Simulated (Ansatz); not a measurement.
# CH3Cl3Hf: up Jacob's ladder to CCSD(T)

An exercise on one series of results from a longer session: the logs are not shown, and one member is left open.

The runs use Ansatz 0.2.0, Gaussian basis; functionals in def2-TZVPP, the program's frozen cores in correlated methods.

Levels to be run: LDA (SPW92), PBE-D4, revPBE-D4, BLYP-D4, r2SCAN-D4, B97M-V, PBE0-D4, B3LYP-D4, r2SCANh-D4, r2SCAN0-D4, HSE06-D4, BHLYP-D4, CAM-B3LYP-D4, LC-ωPBE, ωB97X-V, ωB97M-V, B2PLYP, PBE-QIDH; CCSD(T)/def2-SVP; CCSD(T)/def2-TZVPP; MP2/def2-QZVPP; extrapolation to the limit; RPA on PBE.

## The relaxed structure

An earlier PBE0-D4 in a triple-zeta def2 set relaxation fixed the geometry. Hf takes the def2 core potential; no spin-orbit term is included.

SMILES `[CH3][Hf]([Cl])([Cl])[Cl]`, 8 atoms, charge 0, spin multiplicity 1.

Atoms are counted from 1 here; the program's logs count them from 0.

Bond lengths: C1–Hf2 2.177 Å, C1–H6 1.096 Å, C1–H7 1.096 Å, C1–H8 1.096 Å, Hf2–Cl3 2.330 Å, Hf2–Cl4 2.330 Å, Hf2–Cl5 2.330 Å. Angles: Hf2–C1–H6 110.9°, Hf2–C1–H7 110.9°, Hf2–C1–H8 110.9°, H6–C1–H7 108.0°, H6–C1–H8 108.0°, H7–C1–H8 108.0°, C1–Hf2–Cl3 105.5°, C1–Hf2–Cl4 105.4°, C1–Hf2–Cl5 105.4°, Cl3–Hf2–Cl4 113.2°, Cl3–Hf2–Cl5 113.2°, Cl4–Hf2–Cl5 113.2°.

Coordinates:

```xyz
8
charge 0, multiplicity 1
C    -0.9160   -0.1469    0.7205
Hf    0.7820    0.1252   -0.6149
Cl    2.5173   -1.1127    0.3256
Cl    0.0839   -0.6964   -2.6805
Cl    1.1961    2.4180   -0.6327
H    -0.6826    0.2147    1.7286
H    -1.1893   -1.2057    0.7956
H    -1.7915    0.4038    0.3577
```

The first run:

Input file in.yaml:

```yaml
crystal:
  periodic: [false, false, false]
  atoms:
    - {symbol: C, position_ang: [-0.915963, -0.146863, 0.720537]}
    - {symbol: Hf, position_ang: [0.781961, 0.125185, -0.614946]}
    - {symbol: Cl, position_ang: [2.517343, -1.112750, 0.325627]}
    - {symbol: Cl, position_ang: [0.083931, -0.696432, -2.680486]}
    - {symbol: Cl, position_ang: [1.196089, 2.417964, -0.632690]}
    - {symbol: H, position_ang: [-0.682616, 0.214734, 1.728625]}
    - {symbol: H, position_ang: [-1.189257, -1.205668, 0.795622]}
    - {symbol: H, position_ang: [-1.791478, 0.403819, 0.357711]}
basis:
  gaussian: {orbitals: def2-TZVPP}
hamiltonian: {xc: lda}
output: {orbitals: {seedname: orbitals}}
```

Launch:

```bash
ansatz run in.yaml --threads 4 --pin off --events-out ev --progress --plain --max-ram 10444MiB
```

Among the steps run: LDA; PBE-D4 (GGA); revPBE-D4 (GGA); BLYP-D4 (GGA); r2SCAN-D4 (meta-GGA); B97M-V (meta-GGA); B3LYP-D4 (hybrid); r2SCANh-D4 (hybrid); r2SCAN0-D4 (hybrid); HSE06-D4 (hybrid); BHLYP-D4 (hybrid); CAM-B3LYP-D4 (range-separated); LC-ωPBE (range-separated); ωB97X-V (range-separated); ωB97M-V (range-separated); B2PLYP (double hybrid); PBE-QIDH (double hybrid).

One of the session's tables, all rows but one given; the rest of the session is left out.

It belongs to the step «Orbital energies across the functionals». 

```
  functional  HOMO (eV)  LUMO (eV)  gap (eV)
 LDA (SPW92)      -7.38      -2.83      4.55
      PBE-D4      -7.24      -2.58      4.66
   revPBE-D4      -7.18      -2.49      4.69
     BLYP-D4      -7.09      -2.44      4.65
   r2SCAN-D4      -7.57      -2.39      5.18
      B97M-V      -7.62      -2.31      5.31
     PBE0-D4      -8.60      -1.72      6.88
    B3LYP-D4      -8.35      -1.92      6.42
  r2SCANh-D4      -8.06      -2.07      5.99
  r2SCAN0-D4      -8.81      -1.59      7.22
    HSE06-D4      -8.20      -2.10      6.10
    BHLYP-D4          ?          ?         ?
CAM-B3LYP-D4     -10.00      -0.59      9.41
     LC-ωPBE     -11.45       0.56     12.01
     ωB97X-V     -11.06       0.48     11.54
     ωB97M-V     -10.89       0.41     11.30
```

**Question.** Estimate the row for BHLYP-D4.

Worked estimate for «HOMO (eV)». Against the share of exact exchange, BLYP-D4 (0, -7.09), B3LYP-D4 (0.2, -8.35) give a slope of -6.30 per unit share; at 0.5 the line stands at -10.24.

As computed: HOMO (eV): -9.84; LUMO (eV): -0.68; gap (eV): 9.16. In «HOMO (eV)» the line misses by -0.40.
